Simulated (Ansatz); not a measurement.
# C₃H₁₂AlNO₂Si: ionisation energy by level of theory

One table from this session's results is given with a row withheld; the runs are named, their logs left out.

The runs use Ansatz 0.2.0, Gaussian basis; unrestricted cation, the program's frozen cores in correlated methods.

Plan: UKS PBE-D4/def2-TZVPP; UKS r2SCAN-D4/def2-TZVPP; UKS PBE0-D4/def2-TZVPP; UKS B3LYP-D4/def2-TZVPP; UKS wB97X-V/def2-TZVPP; UKS wB97M-V/def2-TZVPP; UKS B2PLYP/def2-TZVPP; UHF-MP2/def2-TZVPP; UHF-MP2/def2-QZVPP; then −ε(HOMO) from the neutral's earlier runs with LDA (SPW92), PBE-D4, revPBE-D4, BLYP-D4, r2SCAN-D4, B97M-V, PBE0-D4, B3LYP-D4, r2SCANh-D4, r2SCAN0-D4, HSE06-D4, BHLYP-D4, CAM-B3LYP-D4, LC-ωPBE, ωB97X-V, ωB97M-V.

1 further run of the same task is left out (it didn't finish).

## Structure used throughout

An earlier PBE0-D4 in a triple-zeta def2 set relaxation fixed the geometry.

SMILES `C[O][Al]([O][SiH3])[N](C)C`, 20 atoms, charge 0, spin multiplicity 1.

Atoms are counted from 1 here; the program's logs count them from 0.

Bond lengths: C1–O2 1.396 Å, C1–H9 1.095 Å, C1–H10 1.095 Å, C1–H11 1.097 Å, O2–Al3 1.682 Å, Al3–O4 1.683 Å, Al3–N6 1.759 Å, O4–Si5 1.619 Å, Si5–H12 1.488 Å, Si5–H13 1.490 Å, Si5–H14 1.488 Å, N6–C7 1.443 Å, N6–C8 1.442 Å, C7–H15 1.092 Å, C7–H16 1.100 Å, C7–H17 1.100 Å, C8–H18 1.100 Å, C8–H19 1.092 Å and more. Angles: O2–C1–H9 110.2°, O2–C1–H10 110.2°, O2–C1–H11 112.7°, H9–C1–H10 107.8°, H9–C1–H11 107.9°, H10–C1–H11 107.9°, C1–O2–Al3 134.4°, O2–Al3–O4 121.4°, O2–Al3–N6 118.5°, O4–Al3–N6 120.1°, Al3–O4–Si5 168.6°, O4–Si5–H12 110.2°, O4–Si5–H13 110.7°, O4–Si5–H14 110.2°, H12–Si5–H13 108.5°, H12–Si5–H14 108.7°, H13–Si5–H14 108.4°, Al3–N6–C7 123.2° and more.

The first run:

in.yaml

```yaml
crystal:
  periodic: [false, false, false]
  atoms:
    - {symbol: C, position_ang: [0.812568, 2.588603, 1.503972]}
    - {symbol: O, position_ang: [-0.082042, 1.594188, 1.103022]}
    - {symbol: Al, position_ang: [0.038357, 0.221886, 0.138646]}
    - {symbol: O, position_ang: [1.489837, -0.209681, -0.596026]}
    - {symbol: Si, position_ang: [2.999698, -0.359208, -1.159961]}
    - {symbol: N, position_ang: [-1.395909, -0.768915, -0.093420]}
    - {symbol: C, position_ang: [-2.673510, -0.461777, 0.503199]}
    - {symbol: C, position_ang: [-1.424989, -1.967063, -0.894866]}
    - {symbol: H, position_ang: [0.891241, 2.608061, 2.596338]}
    - {symbol: H, position_ang: [0.457052, 3.571348, 1.175874]}
    - {symbol: H, position_ang: [1.820257, 2.440802, 1.095660]}
    - {symbol: H, position_ang: [2.995064, -0.364476, -2.647846]}
    - {symbol: H, position_ang: [3.851045, 0.771424, -0.695012]}
    - {symbol: H, position_ang: [3.604334, -1.631263, -0.680407]}
    - {symbol: H, position_ang: [-2.611425, 0.449670, 1.101141]}
    - {symbol: H, position_ang: [-3.450022, -0.312021, -0.261000]}
    - {symbol: H, position_ang: [-3.017398, -1.273849, 1.160206]}
    - {symbol: H, position_ang: [-2.146299, -1.884006, -1.720909]}
    - {symbol: H, position_ang: [-0.443417, -2.168572, -1.329314]}
    - {symbol: H, position_ang: [-1.714423, -2.845150, -0.299299]}
basis:
  gaussian: {orbitals: def2-TZVPP}
total_charge: 1
magnetization: {spin_polarized: true, initial_magnetization: 1}
hamiltonian: {xc: pbe, dispersion: d4}
```

Among the steps run: Cation, UKS PBE-D4/def2-TZVPP; Cation, UKS r2SCAN-D4/def2-TZVPP; Cation, UKS PBE0-D4/def2-TZVPP; Cation, UKS B3LYP-D4/def2-TZVPP; Cation, UKS wB97X-V/def2-TZVPP; Cation, UKS wB97M-V/def2-TZVPP; Cation, UKS B2PLYP (frozen core)/def2-TZVPP; Cation, UHF-MP2/def2-TZVPP; Cation, UHF-MP2/def2-QZVPP.

One table of the session follows, with a row left open; its other results are not shown here.

It belongs to the step «Ionisation energies side by side». For comparison, −ε(HOMO) of the neutral from earlier runs:

| functional | −ε(HOMO) (eV) |
| --- | --- |
| LDA (SPW92) | 5.15 |
| PBE-D4 | 5.04 |
| revPBE-D4 | 4.99 |
| BLYP-D4 | 4.92 |
| r2SCAN-D4 | 5.25 |
| B97M-V | 5.41 |
| PBE0-D4 | 6.31 |
| B3LYP-D4 | 6.09 |
| r2SCANh-D4 | 5.73 |
| r2SCAN0-D4 | 6.46 |
| HSE06-D4 | 5.91 |
| BHLYP-D4 | 7.52 |
| CAM-B3LYP-D4 | ? |
| LC-ωPBE | 9.00 |
| ωB97X-V | 8.68 |
| ωB97M-V | 8.61 |

Estimate the missing values for CAM-B3LYP-D4.

As computed: −ε(HOMO) (eV): 7.67. In the column «−ε(HOMO) (eV)» it lies between BHLYP-D4 (7.52) and ωB97M-V (8.61).
